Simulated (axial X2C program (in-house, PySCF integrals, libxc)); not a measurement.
# ScS⁺: properties at the nuclei

Aim: properties at the nuclei of ScS⁺, with spin–orbit coupling in the Hamiltonian from the start.

Computed with an in-house X2C program for linear molecules on PySCF integrals. Level: two-component X2C with atomic mean-field terms, Sc dyall-cv3z, S dyall-av3z.

All values are calculated.

### 1 Set-up

Contents of task.json:

```json
{"zs": [21, 16], "q": 1, "bas": ["dyall-cv3z", "dyall-av3z"], "r0": 2.1, "levels": ["PBE0", "HF", "BP86", "PBE", "LDA"], "nst": 3}
```

Keys: zs atomic numbers; q charge; bas basis sets; r0 starting distance in Å; levels methods (HF also brings MP2); nst determinants followed.

On the command line:

```sh
$ python soeom.py task.json out
```

Further steps of the session: Expectation values, lowest determinant; Expectation values, a higher determinant; Expectation values, a higher determinant.

**Question.** What will these runs give? Wanted: lowest determinant; qzz Sc; qzz S; higher determinant; Eeff magnitude; Ws magnitude Sc; A∥/gI Sc (for each run or level that gives them).

**Answer**, as computed:

| quantity | value |
| --- | --- |
| lowest determinant | Ω = 0 (closed shell) |
| qzz Sc (a.u.), PBE0 | -0.88 |
| qzz S (a.u.), PBE0 | -0.80 |
| higher determinant | Ω = 2 (excess of +ω over −ω: ω = 1/2, ω = 3/2) |
| Eeff magnitude (GV/cm), PBE0, higher determinant | 0.00109 |
| Ws magnitude Sc (kHz), PBE0, higher determinant | 0.00194 |
| A∥/gI Sc (MHz), PBE0, higher determinant | 347 |
| qzz Sc (a.u.), PBE0, higher determinant | -1.27 |
| higher determinant | Ω = 1 (excess of +ω over −ω: ω = -1/2, ω = 3/2) |
| Eeff magnitude (GV/cm), PBE0, higher determinant | 0.0193 |
| Ws magnitude Sc (kHz), PBE0, higher determinant | 0.00384 |
| A∥/gI Sc (MHz), PBE0, higher determinant | -682 |
| qzz Sc (a.u.), PBE0, higher determinant | -1.27 |

The expectation values come from single determinants, which for open shells can mix terms of unlike spin or miss the lowest Ω, so a determinant need not be a state. Eeff is the effective electric field on the electron dipole moment in this Ω state and Ws the scalar–pseudoscalar constant (defined with the proton number Z and per Ω); A∥ is the parallel hyperfine constant, which follows by multiplying with the nuclear g factor gI = μI/(I μN); qzz is the electric field gradient, eQq0 = 234.96 MHz × Q/barn × qzz. The operators were transformed with the bare-nucleus X2C matrices.
